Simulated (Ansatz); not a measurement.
# ZnS: the cost of one run

Program: Ansatz 0.2.0. Level of theory: DFT r²SCAN, frozen-core PAW, scalar-relativistic unless said. These are calculated values, not measurements.

The COD entry's cell or inner coordinates are ideal or old and differ from later refinements, so a difference from it is no clean test against experiment.

## (1) The system as given

It takes space group F-43m (No. 216, cubic). The conventional cell has a = 5.404 Å, b = 5.404 Å, c = 5.404 Å, α = 90.00°, β = 90.00°, γ = 90.00°. Around Zn (site symmetry -43m) lie 4 S at 2.34 Å. S (site symmetry -43m) is surrounded by 4 Zn at 2.34 Å.

Coordinates:

```xyz
2
Lattice="0.0000 2.7020 2.7020 2.7020 0.0000 2.7020 2.7020 2.7020 0.0000" Properties=species:S:1:pos:R:3 pbc="T T T"
Zn    4.0530    4.0530    4.0530
S     0.0000    0.0000    0.0000
```

Cartesian axes are those of the input's lattice vectors. The structure goes back to a database entry.

## (2) Cell and atoms relaxed, PAW

input.yaml

```yaml
crystal:
  lattice:
    - [0.0, 2.702, 2.702]
    - [2.702, 0.0, 2.702]
    - [2.702, 2.702, 0.0]
  atoms:
    - { symbol: Zn, position: [0.75, 0.75, 0.75] }
    - { symbol: S, position: [0.0, 0.0, 0.0] }
kpoints:
  mp_grid: { grid: [16, 16, 16] }
scf:
  occupations: { method: fermi_dirac, width: 0.1 }
hamiltonian:
  xc: r2scan
  pseudopotentials: { kind: paw }
relax:
  f_tol: 0.002
  max_steps: 80
  cell: {}
output:
  forces: true
  stress: true
```

Command:

```bash
> ansatz run input.yaml --threads 1 --pin off --max-ram 3072MiB --backend cpu --events-out ev --progress --plain --runs-dir out
```

**Question.** How long does this run take on 1 thread of Arm Neoverse V1, shared host, and how much memory does it need?

About 52 s, with a peak of 0.53 GiB.
